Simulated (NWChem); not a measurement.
# revPBE0/pc-2 (DKH2) run of GaCl (SMILES [Cl][Ga])

What is the energy difference between two shapes of GaCl at revPBE0/pc-2 (DKH2)? 

The calculation is run with NWChem 7.3.0.

### Step 1. Starting point

The species is GaCl (2 atoms), meant as a singlet with charge 0. SMILES: `[Cl][Ga]`. Geometry: a GFN2-xTB relaxation, a rough one for these elements and not checked as a minimum.

Bond lengths: Cl1–Ga2 2.169 Å.

### Step 2. Energy and forces at revPBE0/pc-2 (DKH2)

The input, clga.nw:

```
START clga
TITLE "ClGa"
memory 2200 mb
GEOMETRY units angstroms noautoz
   Cl       0.000000       0.000000       0.000000
   Ga       0.000000       0.000000       2.168600
END
BASIS "ao basis" spherical
   * library pc-2
END
RELATIVISTIC
   douglas-kroll dkh
END
DFT
   xc revpbe 0.75 cpbe96 1.0 hfexch 0.25
   grid medium
   convergence energy 1e-08
   iterations 200
   noprint "final vectors analysis"
END
TASK dft gradient
```

Command:

```
$ nwchem clga.nw > clga.out
```

Output (excerpt; [...] marks lines left out):

```text
[...]
 Group name             C4v
[...]
 **** WARNING Zero Coefficient **** on atom "              Cl"
 angular momentum value: 0  standard basis set name: "pc-2"
 input line that generated warning:
   488:       0.201150E+06           0.137530E-03           0.000000E+00           0.000000E+00
[...]
          Wavefunction type:  closed shell.
          No. of atoms     :     2
          No. of electrons :    48
[...]
          Charge           :     0
          Spin multiplicity:     1
[...]
          AO basis - number of functions:    77
[...]
              XC Information
              --------------
                     Hartree-Fock (Exact) Exchange  0.250
                        RevPBE Exchange Functional  0.750
            Perdew 1991 LDA Correlation Functional  1.000 local
           PerdewBurkeErnz. Correlation Functional  1.000 non-local
[...]
 d= 0,ls=0.0,diis     1  -2400.5605904609 -2.53D+03  1.31D-02  5.99D-01    17.7
[...]
 d= 0,ls=0.0,diis     8  -2400.6044042436 -9.96D-09  4.24D-06  2.01D-07    76.7
         Total DFT energy =    -2400.604404243555
      One electron energy =    -3595.652225496283
           Coulomb energy =     1169.817015582797
    Exchange-Corr. energy =     -103.366635178008
 Nuclear repulsion energy =      128.597440847939
[...]
  wavefunction    = closed shell
[...]
 **** WARNING Zero Coefficient **** on atom "              Cl"
 angular momentum value: 1  standard basis set name: "pc-2"
 input line that generated warning:
   504:       0.112990E+04           0.976210E-03           0.000000E+00
 **** WARNING Zero Coefficient **** on atom "              Cl"
 angular momentum value: 1  standard basis set name: "pc-2"
 input line that generated warning:
   511:       0.846010E+00           0.000000E+00           0.367170E+00
[...]
                         DFT ENERGY GRADIENTS
    atom               coordinates                        gradient
                 x          y          z           x          y          z
   1 Cl      0.000000   0.000000  -2.646664    0.000000   0.000000   0.009052
   2 Ga      0.000000   0.000000   1.451396    0.000000   0.000000  -0.009052
[...]
```

Wall time 2.2 min (1 thread of Intel Xeon 6975P-C (Granite Rapids), shared host); peak memory 0.14 GiB.

### Step 3. The distorted shape, same level

The input, clga.nw:

```
start clga
memory total 2200 mb

geometry noautoz
 Cl   -0.015918   -0.024703    0.027464
 Ga   -0.014697    0.022248    2.210089
end

basis spherical
 Cl library pc-2
 Ga library pc-2
end

relativistic
 douglas-kroll dkh
end

dft
 xc revpbe 0.75 cpbe96 1.0 hfexch 0.25
 grid medium
 convergence energy 1e-08
 iterations 200
end

task dft gradient
```

Command:

```
$ nwchem clga.nw > clga.out
```

Output (excerpt; [...] marks lines left out):

```text
[...]
 Group name             C4v
[...]
 **** WARNING Zero Coefficient **** on atom "              Cl"
 angular momentum value: 0  standard basis set name: "pc-2"
 input line that generated warning:
   488:       0.201150E+06           0.137530E-03           0.000000E+00           0.000000E+00
[...]
 **** WARNING Zero Coefficient **** on atom "              Cl"
 angular momentum value: 1  standard basis set name: "pc-2"
 input line that generated warning:
   504:       0.112990E+04           0.976210E-03           0.000000E+00
 **** WARNING Zero Coefficient **** on atom "              Cl"
 angular momentum value: 1  standard basis set name: "pc-2"
 input line that generated warning:
   511:       0.846010E+00           0.000000E+00           0.367170E+00
[...]
          Wavefunction type:  closed shell.
          No. of atoms     :     2
          No. of electrons :    48
[...]
          Charge           :     0
          Spin multiplicity:     1
[...]
          AO basis - number of functions:    77
[...]
              XC Information
              --------------
                     Hartree-Fock (Exact) Exchange  0.250
                        RevPBE Exchange Functional  0.750
            Perdew 1991 LDA Correlation Functional  1.000 local
           PerdewBurkeErnz. Correlation Functional  1.000 non-local
[...]
 d= 0,ls=0.0,diis     1  -2400.5599823340 -2.53D+03  1.32D-02  6.01D-01    17.4
[...]
 d= 0,ls=0.0,diis    10  -2400.6046048401 -3.53D-10  3.13D-07  5.52D-10    98.2
         Total DFT energy =    -2400.604604840141
      One electron energy =    -3593.938405435880
           Coulomb energy =     1168.955820438460
    Exchange-Corr. energy =     -103.363554094858
 Nuclear repulsion energy =      127.741534252137
[...]
  wavefunction    = closed shell
[...]
                         DFT ENERGY GRADIENTS
    atom               coordinates                        gradient
                 x          y          z           x          y          z
   1 Cl      0.000000   0.000000  -2.664397    0.000000   0.000000   0.005590
   2 Ga      0.000000   0.000000   1.461121    0.000000   0.000000  -0.005590
[...]
```

It took 2.4 min on 1 thread of Intel Xeon 6975P-C (Granite Rapids), shared host; peak memory 0.14 GiB.

### Step 4. Results

At revPBE0/pc-2 (DKH2):

| quantity | value |
| --- | --- |
| first shape: total energy | -2400.60440 Eh |
| first shape: dipole moment | 2.22 D |
| first shape: largest force on an atom | 0.465 eV/Å |
| distorted shape: total energy | -2400.60460 Eh |
| distorted shape: dipole moment | 2.33 D |
| distorted shape: HOMO energy | -7.49 eV |
| distorted shape: LUMO energy | -1.60 eV |
| distorted shape: HOMO–LUMO gap | 5.88 eV |
| distorted shape: largest force on an atom | 0.287 eV/Å |
| energy change with the atoms displaced | -0.005 eV |

With the atoms displaced the energy falls by 0.01 eV (0.1 kcal/mol). The first shape isn't relaxed at this level, so the change isn't measured from a minimum. The largest force (first shape) is 0.47 eV/Å: the shape isn't a stationary point for this species at this level. The basis (first shape) was contracted for non-relativistic atoms, which limits what the relativistic Hamiltonian can do in the core. The basis (distorted shape) was contracted for non-relativistic atoms, which limits what the relativistic Hamiltonian can do in the core.
